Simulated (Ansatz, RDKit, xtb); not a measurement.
**C3H11B2NSi: ranking a sample of isomers**

A sample of isomers of C3H11B2NSi is drawn. Aim: find which of them has the lowest free energy at 298.15 K, then its properties. The sample is small against all isomers, and the most stable one of this formula need not be in it.

The funnel: GFN2-xTB relaxations, single points with a density functional, relaxations at PBE-D3(BJ)/def2-SVP, harmonic vibrations (at GFN2-xTB), and a last energy at a higher level. All values are calculated.

### 1 Drawing up candidates

Isomers were taken from a list of plausible structures; this is a sample, not all of them. That gives 9 candidates.

| label | SMILES | spin |
| --- | --- | --- |
| c004 | BNB[C@@H]1CC[SiH2]1 | singlet |
| c089 | BN(B)C1C[SiH2]C1 | singlet |
| c210 | BN1B[SiH2]CCC1 | singlet |
| c236 | BN[SiH2]BCC=C | singlet |
| c285 | BC(=C)[C@H](B)[SiH2]N | singlet |
| c401 | BNBC1C[SiH2]C1 | singlet |
| c433 | B[C@@H]1CNB(C)[SiH2]1 | singlet |
| c684 | B[SiH2]NBCC=C | singlet |
| c933 | BN1B[SiH2]C[C@@H]1C | singlet |

Candidates are built by distance geometry, with a force field where one applies, in up to four conformers (letters a to d).

**Question.** With final energies at CCSD(T)/def2-SVP + MP2/def2-TZVPP - MP2/def2-SVP, which structure will this search put lowest in free energy, and by what margin?

| quantity | value |
| --- | --- |
| lowest structure found | BNB[C@@H]1CC[SiH2]1, singlet |
| next finalist | BNBC1C[SiH2]C1, singlet, 4.0 kcal/mol higher in G |
| share at equilibrium, among the finalists | 99.9 % |

The lowest structure found is `BNB[C@@H]1CC[SiH2]1`. The margin of 4.0 kcal/mol over the next finalist is beyond the usual error of the last level; it says nothing of structures that weren't ranked. r2SCAN-D4/def2-SVP, PBE-D3(BJ)/def2-SVP, HF/def2-SVP and MP2/def2-SVP already put its bonding pattern lowest among the structures in one piece; GFN2-xTB favours the singlet BN1B[SiH2]C[C@@H]1C; HF/STO-3G favours the singlet BN1B[SiH2]CCC1. 2 minima inside the window were never screened. Lowest found is not proven lowest: the search is finite, and each finalist counts with one conformer. Only 9 drawn patterns were tried, so whole families of isomers are missing, and the result ranks this sample alone.
